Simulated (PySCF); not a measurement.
# EuN2O4 (Eu(NO2)2+): the cost of one run

The runs use PySCF 2.14.0; several levels, as the steps say, no spin–orbit coupling.

3 further runs of the same task are left out: 2 for a known fault of the program, 1 that didn't finish.

## (1) Where the work starts

7 atoms, charge 1, spin multiplicity 1.

Bond lengths: Eu1–O2 2.308 Å, Eu1–O3 2.308 Å, Eu1–N4 2.758 Å, Eu1–O5 2.308 Å, Eu1–O6 2.308 Å, Eu1–N7 2.758 Å, O2–N4 1.289 Å, O3–N4 1.289 Å, O5–N7 1.289 Å, O6–N7 1.289 Å. Angles: O2–Eu1–O3 55.4°, O2–Eu1–N4 27.7°, O2–Eu1–O5 141.6°, O2–Eu1–O6 141.6°, O2–Eu1–N7 152.3°, O3–Eu1–N4 27.7°, O3–Eu1–O5 141.6°, O3–Eu1–O6 141.6°, O3–Eu1–N7 152.3°, N4–Eu1–O5 152.3°, N4–Eu1–O6 152.3°, N4–Eu1–N7 180.0°, O5–Eu1–O6 55.4°, O5–Eu1–N7 27.7°, O6–Eu1–N7 27.7°, Eu1–O2–N4 96.0°, Eu1–O3–N4 96.0°, Eu1–N4–O2 56.3° and more.

Coordinates:

```xyz
7
EuN2O4
Eu    0.0000    0.0000    0.0000
O     0.7583    0.7583    2.0432
O    -0.7583   -0.7583    2.0432
N     0.0000    0.0000    2.7580
O     0.7583   -0.7583   -2.0432
O    -0.7583    0.7583   -2.0432
N     0.0000    0.0000   -2.7580
```

Formal oxidation states: Eu +3. Each metal's 6 4f electrons lie in its core potential, so multiplicities, spins and levels count the valence alone. An earlier session relaxed this geometry at PBE, Eu lcecp-1-SVP with ECP52, O def2-SVP, N def2-SVP (singlet, point group D2d).

At PBE on the finer grid: E = -444.717179 Eh, HOMO -11.67 eV, LUMO -9.27 eV, Mulliken charge on Eu1 +1.45 e, largest force component 0.014 eV/Å. 

Levels to run: PBE0; B3LYP; HF; BP86; PBE, TZVP. Hardware: 2 threads of Arm Neoverse V2, shared host.

## (2) PBE0

Input file run.py (the lines that set the calculation):

```python
mol = gto.M(atom='''
Eu     0.00000     0.00000     0.00000
O      0.75830     0.75830     2.04323
O     -0.75830    -0.75830     2.04323
N      0.00000     0.00000     2.75802
O      0.75830    -0.75830    -2.04323
O     -0.75830     0.75830    -2.04323
N      0.00000     0.00000    -2.75802''',
    basis={'Eu': 'lcecp-1-SVP', 'O': 'def2-SVP', 'N': 'def2-SVP'},
    ecp={'Eu': 'lcecp-1-SVP'},
    charge=1, spin=0)
mf = dft.RKS(mol, xc='PBE0')
mf.grids.atom_grid = (75, 302)  # f atoms: unpruned, at least (60, 302)
mf = mf.density_fit()  # fitting sets: Eu AutoAux, O def2-universal-JKFIT, N def2-universal-JKFIT
mf.conv_tol = 1e-08; mf.max_cycle = 55
mf.kernel(dm0)  # dm0: the density of the relaxed state
```

Run with:

```sh
$ OMP_NUM_THREADS=2 python run.py
```

**Question.** How long does this run take on 2 threads of Arm Neoverse V2, shared host?

About 5.4 s.
